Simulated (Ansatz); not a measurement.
# CH₈AlClSi₂: a ladder of functionals and wavefunction methods

The task here is to estimate one member of a computed series from the others.

Computed with Ansatz 0.2.0, Gaussian basis. Level: functionals in def2-TZVPP, the program's frozen cores in correlated methods.

The runs, in order: PBE-D4, r2SCAN-D4, PBE0-D4, B3LYP-D4, ωB97X-V, ωB97M-V, B2PLYP; CCSD(T)/def2-TZVPP; MP2/def2-QZVPP; extrapolation to the limit.

**Structure used throughout**

All runs share one geometry, relaxed beforehand with PBE0-D4 in a triple-zeta def2 set.

SMILES `C[SiH](Cl)[SiH2][AlH2]`, 13 atoms, charge 0, spin multiplicity 1.

Atoms are counted from 1 here; the program's logs count them from 0.

Bond lengths: C1–Si2 1.861 Å, C1–H6 1.094 Å, C1–H7 1.092 Å, C1–H8 1.092 Å, Si2–Cl3 2.174 Å, Si2–Si4 2.333 Å, Si2–H9 1.487 Å, Si4–Al5 2.470 Å, Si4–H10 1.490 Å, Si4–H11 1.491 Å, Al5–H12 1.586 Å, Al5–H13 1.590 Å. Angles: Si2–C1–H6 109.2°, Si2–C1–H7 110.7°, Si2–C1–H8 111.4°, H6–C1–H7 108.2°, H6–C1–H8 108.5°, H7–C1–H8 108.9°, C1–Si2–Cl3 105.0°, C1–Si2–Si4 117.1°, C1–Si2–H9 110.8°, Cl3–Si2–Si4 96.1°, Cl3–Si2–H9 101.7°, Si4–Si2–H9 121.7°, Si2–Si4–Al5 86.2°, Si2–Si4–H10 108.1°, Si2–Si4–H11 108.7°, Al5–Si4–H10 119.1°, Al5–Si4–H11 122.2°, H10–Si4–H11 108.7° and more.

The first run:

Input file in.yaml:

```yaml
crystal:
  periodic: [false, false, false]
  atoms:
    - {symbol: C, position_ang: [-1.528536, -1.180918, 0.886318]}
    - {symbol: Si, position_ang: [0.255917, -0.996936, 0.390643]}
    - {symbol: Cl, position_ang: [1.041170, 0.561923, 1.685992]}
    - {symbol: Si, position_ang: [0.693700, 0.104785, -1.618403]}
    - {symbol: Al, position_ang: [0.902917, 2.156205, -0.258039]}
    - {symbol: H, position_ang: [-1.982496, -1.987935, 0.303769]}
    - {symbol: H, position_ang: [-2.081498, -0.261614, 0.683091]}
    - {symbol: H, position_ang: [-1.624110, -1.423122, 1.946603]}
    - {symbol: H, position_ang: [1.049450, -2.177001, 0.824796]}
    - {symbol: H, position_ang: [1.918418, -0.496752, -2.217641]}
    - {symbol: H, position_ang: [-0.451277, -0.120694, -2.545660]}
    - {symbol: H, position_ang: [2.297334, 2.902682, -0.141328]}
    - {symbol: H, position_ang: [-0.470487, 2.884479, 0.074657]}
basis:
  gaussian: {orbitals: def2-TZVPP}
hamiltonian: {xc: pbe, dispersion: d4}
output: {forces: true, orbitals: {seedname: orbitals}}
```

Launch:

```
> ansatz run in.yaml --threads 4 --pin off --events-out ev --progress --plain --max-ram 10444MiB
```

Steps of the session up to this table: PBE-D4 (GGA); r2SCAN-D4 (meta-GGA); PBE0-D4 (hybrid); B3LYP-D4 (hybrid); ωB97X-V (range-separated); ωB97M-V (range-separated); B2PLYP (double hybrid); CCSD(T) in def2-TZVPP; MP2 in def2-QZVPP.

One table of the session follows, with a row left open; its other results are not shown here.

It belongs to the step «Atomisation energies». 

```
            method  atomisation energy (kJ/mol)
            PBE-D4                       4034.6
         r2SCAN-D4                       4058.9
           PBE0-D4                       4023.9
          B3LYP-D4                       4023.7
           ωB97X-V                            ?
           ωB97M-V                       4050.4
            B2PLYP                       3966.3
     HF/def2-TZVPP                       3074.8
    MP2/def2-TZVPP                       3943.4
   CCSD/def2-TZVPP                       3896.9
CCSD(T)/def2-TZVPP                       3943.4
           MP2/CBS                       4047.9
       CCSD(T)/CBS                       4048.0
```

**Question.** Estimate the row for ωB97X-V.

**Answer.** atomisation energy (kJ/mol): 4074.7. In the column «atomisation energy (kJ/mol)» it is the highest.
